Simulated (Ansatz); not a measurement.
# Cd16SeS15 (Greenockite): the cost of one run

Method: DFT, PBE, plane-wave PAW, default files, scalar-relativistic, as far as a step names no other, in Ansatz 0.2.0.

**1. The system as given**

The structure is trigonal, space group P3m1 (No. 156). Conventional cell: a = 8.300 Å, b = 8.300 Å, c = 13.474 Å, α = 90.00°, β = 90.00°, γ = 120.00°. Cd (site symmetry 3m) is surrounded by 1 Se at 2.53 Å and 3 S at 2.54 Å. Cd (site symmetry 3m) is surrounded by 4 S at 2.53 to 2.54 Å. Cd (site symmetry m) has 4 S at 2.53 to 2.54 Å as nearest neighbours. Cd (site symmetry m) is surrounded by 3 S at 2.53 to 2.54 Å and 1 Se at 2.54 Å. Only part of the 16 independent sites is listed.

As a file:

```
Cd Se S
1.0
     8.30000    0.00000    0.00000
    -4.15000    7.18801    0.00000
     0.00000    0.00000   13.47400
Cd Se S
16 1 15
Direct
  0.16667 0.33333 0.00000
  0.16667 0.33333 0.50000
  0.16667 0.83333 0.00000
  0.16667 0.83333 0.50000
  0.66667 0.33333 0.00000
  0.66667 0.33333 0.50000
  0.66667 0.83333 0.00000
  0.66667 0.83333 0.50000
  0.33333 0.16667 0.25000
  0.33333 0.16667 0.75000
  0.33333 0.66667 0.25000
  0.33333 0.66667 0.75000
  0.83333 0.16667 0.25000
  0.83333 0.16667 0.75000
  0.83333 0.66667 0.25000
  0.83333 0.66667 0.75000
  0.16667 0.33333 0.18750
  0.16667 0.33333 0.68750
  0.16667 0.83333 0.18750
  0.16667 0.83333 0.68750
  0.66667 0.33333 0.18750
  0.66667 0.33333 0.68750
  0.66667 0.83333 0.18750
  0.66667 0.83333 0.68750
  0.33333 0.16667 0.43750
  0.33333 0.16667 0.93750
  0.33333 0.66667 0.43750
  0.33333 0.66667 0.93750
  0.83333 0.16667 0.43750
  0.83333 0.16667 0.93750
  0.83333 0.66667 0.43750
  0.83333 0.66667 0.93750
```

Atom 17 of the input is the impurity.

**2. Single point at the given positions**

Input file input.yaml:

```yaml
crystal:
  lattice:
    - [8.3, 0.0, 0.0]
    - [-4.15, 7.1880108514, 0.0]
    - [0.0, 0.0, 13.474]
  atoms:
    - { symbol: Cd, position: [0.1666666666, 0.3333333334, 0.0] }
    - { symbol: Cd, position: [0.1666666666, 0.3333333334, 0.5] }
    - { symbol: Cd, position: [0.1666666666, 0.8333333334, 0.0] }
    - { symbol: Cd, position: [0.1666666666, 0.8333333334, 0.5] }
    - { symbol: Cd, position: [0.6666666666, 0.3333333334, 0.0] }
    - { symbol: Cd, position: [0.6666666666, 0.3333333334, 0.5] }
    - { symbol: Cd, position: [0.6666666666, 0.8333333334, 0.0] }
    - { symbol: Cd, position: [0.6666666666, 0.8333333334, 0.5] }
    - { symbol: Cd, position: [0.3333333334, 0.1666666666, 0.25] }
    - { symbol: Cd, position: [0.3333333334, 0.1666666666, 0.75] }
    - { symbol: Cd, position: [0.3333333334, 0.6666666666, 0.25] }
    - { symbol: Cd, position: [0.3333333334, 0.6666666666, 0.75] }
    - { symbol: Cd, position: [0.8333333334, 0.1666666666, 0.25] }
    - { symbol: Cd, position: [0.8333333334, 0.1666666666, 0.75] }
    - { symbol: Cd, position: [0.8333333334, 0.6666666666, 0.25] }
    - { symbol: Cd, position: [0.8333333334, 0.6666666666, 0.75] }
    - { symbol: Se, position: [0.1666666666, 0.3333333334, 0.1875] }
    - { symbol: S, position: [0.1666666666, 0.3333333334, 0.6875] }
    - { symbol: S, position: [0.1666666666, 0.8333333334, 0.1875] }
    - { symbol: S, position: [0.1666666666, 0.8333333334, 0.6875] }
    - { symbol: S, position: [0.6666666666, 0.3333333334, 0.1875] }
    - { symbol: S, position: [0.6666666666, 0.3333333334, 0.6875] }
    - { symbol: S, position: [0.6666666666, 0.8333333334, 0.1875] }
    - { symbol: S, position: [0.6666666666, 0.8333333334, 0.6875] }
    - { symbol: S, position: [0.3333333334, 0.1666666666, 0.4375] }
    - { symbol: S, position: [0.3333333334, 0.1666666666, 0.9375] }
    - { symbol: S, position: [0.3333333334, 0.6666666666, 0.4375] }
    - { symbol: S, position: [0.3333333334, 0.6666666666, 0.9375] }
    - { symbol: S, position: [0.8333333334, 0.1666666666, 0.4375] }
    - { symbol: S, position: [0.8333333334, 0.1666666666, 0.9375] }
    - { symbol: S, position: [0.8333333334, 0.6666666666, 0.4375] }
    - { symbol: S, position: [0.8333333334, 0.6666666666, 0.9375] }
kpoints:
  mp_grid: { grid: [3, 3, 2] }
scf:
  occupations: { method: fermi_dirac, width: 0.01 }
hamiltonian:
  xc: pbe
  pseudopotentials: { kind: paw }
output:
  forces: true
  stress: true
  populations: true
  efg: { quadrupole_moments_barn: { S: -0.0694 }, contact_densities: true }
```

Launch:

```sh
> ansatz run input.yaml --threads 4 --pin off --max-ram 8192MiB --backend cpu --events-out ev --progress --plain --runs-dir out
```

**Question.** How long does this run take on 4 threads of Arm Neoverse V2, shared host, and how much memory does it need?

About 49 s, with a peak of 4.1 GiB.
